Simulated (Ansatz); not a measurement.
# GaPH6: how energies converge with the basis set

An exercise on one series of results from a longer session: the logs are not shown, and one member is left open.

The runs use Ansatz 0.2.0, Gaussian basis; one geometry, several basis sets.

Levels to be run: PBE0-D4/def2-SVP; ωB97M-V/def2-SVP; PBE0-D4/def2-QZVPP; ωB97M-V/def2-QZVPP; the functionals' def2-TZVPP values are taken from earlier runs.

### The geometry

All runs share one geometry, relaxed beforehand with PBE0-D4 in a triple-zeta def2 set.

SMILES `[PH3+][GaH3-]`, 8 atoms, charge 0, spin multiplicity 1.

Atoms are counted from 1 here; the program's logs count them from 0.

Bond lengths: P1–Ga2 2.522 Å, P1–H3 1.410 Å, P1–H4 1.410 Å, P1–H5 1.410 Å, Ga2–H6 1.576 Å, Ga2–H7 1.576 Å, Ga2–H8 1.576 Å. Angles: Ga2–P1–H3 119.2°, Ga2–P1–H4 119.3°, Ga2–P1–H5 119.2°, H3–P1–H4 98.2°, H3–P1–H5 98.2°, H4–P1–H5 98.2°, P1–Ga2–H6 96.7°, P1–Ga2–H7 96.7°, P1–Ga2–H8 96.7°, H6–Ga2–H7 118.6°, H6–Ga2–H8 118.6°, H7–Ga2–H8 118.7°.

Set-up of the first run:

Contents of in.yaml:

```yaml
crystal:
  periodic: [false, false, false]
  atoms:
    - {symbol: P, position_ang: [-0.528444, 0.017135, -0.932988]}
    - {symbol: Ga, position_ang: [0.741872, -0.040543, 1.244991]}
    - {symbol: H, position_ang: [-1.936268, 0.093633, -0.905588]}
    - {symbol: H, position_ang: [-0.402513, -1.061152, -1.833007]}
    - {symbol: H, position_ang: [-0.286974, 1.067841, -1.842004]}
    - {symbol: H, position_ang: [0.233514, 1.347521, 1.792522]}
    - {symbol: H, position_ang: [2.184444, -0.121545, 0.614716]}
    - {symbol: H, position_ang: [0.086568, -1.359991, 1.805659]}
basis:
  gaussian: {orbitals: def2-SVP}
hamiltonian: {xc: pbe0, dispersion: d4}
output: {orbitals: {seedname: orbitals}}
```

Steps of the session up to this table: PBE0-D4 in def2-SVP; ωB97M-V in def2-SVP; PBE0-D4 in def2-QZVPP; ωB97M-V in def2-QZVPP.

One of the session's tables, all rows but one given; the rest of the session is left out.

It belongs to the step «Functionals by basis». 

| functional | basis | HOMO (eV) | LUMO (eV) |
| --- | --- | --- | --- |
| PBE0-D4 | def2-SVP | -7.79 | 0.18 |
| PBE0-D4 | def2-TZVPP | ? | ? |
| PBE0-D4 | def2-QZVPP | -7.88 | -0.32 |
| ωB97M-V | def2-SVP | -9.98 | 1.82 |
| ωB97M-V | def2-TZVPP | -10.12 | 1.48 |
| ωB97M-V | def2-QZVPP | -10.12 | 0.92 |

Q: Estimate the row for PBE0-D4, def2-TZVPP from the others.

The run gave: HOMO (eV): -7.87; LUMO (eV): -0.08. In the column «HOMO (eV)» it lies between PBE0-D4, def2-QZVPP (-7.88) and PBE0-D4, def2-SVP (-7.79).
